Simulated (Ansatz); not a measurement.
**GaNHO (quartet): the correlation ladder, cc-pVDZ**

The task here is to estimate one member of a computed series from the others.

Method: cc-pVDZ, core rule «outside noble gas», up to 16 orbitals frozen; program: Ansatz 0.2.0, Gaussian basis.

To be run: UHF; CCSD(T) on ROHF; CCSD(T) on UHF; BCCD(T) on ROHF; CISD; CCSDT(Q) on ROHF; CCSDT(Q) on UHF.

20 further runs of the same task are left out: 8 that didn't finish, 12 set aside as unsound or not needed.

### What is computed

The geometry is a PBE0/def2-TZVP stationary point (not a proven minimum) of the parent state, kept for this charge and spin. No spin-orbit coupling is included. The filled d shell of Ga may be among the frozen orbitals whatever the setting's name suggests; the logs give the count.

4 atoms, charge 0, spin multiplicity 4.

Atoms are counted from 1 here; the program's logs count them from 0.

Bond lengths: N1–Ga2 1.824 Å, N1–H4 1.026 Å, Ga2–O3 1.646 Å. Angles: Ga2–N1–H4 110.7°, N1–Ga2–O3 174.4°.

Set-up of the first run:

in.yaml

```yaml
crystal:
  periodic: [false, false, false]
  atoms:
    - {symbol: N, position_ang: [0.000002, -0.305202, 1.208781]}
    - {symbol: Ga, position_ang: [-0.000020, -0.148364, -0.607989]}
    - {symbol: O, position_ang: [0.000006, -0.166513, -2.253636]}
    - {symbol: H, position_ang: [0.000012, 0.620079, 1.652845]}
basis:
  gaussian: {orbitals: cc-pVDZ}
magnetization: {spin_polarized: true, initial_magnetization: 3}
hamiltonian: {xc: hf}
output: {orbitals: {seedname: orbitals}}
```

Run with:

```
ansatz run in.yaml --threads 1 --pin off --events-out ev --progress --plain --max-ram 2393MiB
```

Among the steps run: UHF; CCSD(T) on ROHF; CCSD(T) on UHF; BCCD(T) on ROHF; CISD; CCSDT(Q) on ROHF; CCSDT(Q) on UHF.

One of the session's tables, all rows but one given; the rest of the session is left out.

```
   method  from UCCSDT(Q) (meV)
     ROHF              +10198.2
      UHF               +9877.6
     RMP2               +1172.4
     UMP2               +1215.9
    RCCSD                +340.7
    UCCSD                +328.6
 RCCSD(T)                 +78.6
 UCCSD(T)                 +77.3
  BCCD(T)                 +76.8
   RCCSDT                 +34.8
   UCCSDT                     ?
RCCSDT(Q)                  +7.5
UCCSDT(Q)                     0
```

Estimate the missing values for UCCSDT.

As computed: from UCCSDT(Q) (meV): +30.7. In the column «from UCCSDT(Q) (meV)» it lies between RCCSDT(Q) (+7.5) and RCCSDT (+34.8).

Not comparable, so not listed: CISD (they don't share determinant, frozen orbitals or solution with the rows shown, or repeat one).

Limits of these values: Restricted and unrestricted rows rest on different reference determinants; where their highest levels disagree by more than a few hundredths of an eV, they describe different states and don't form one ladder.
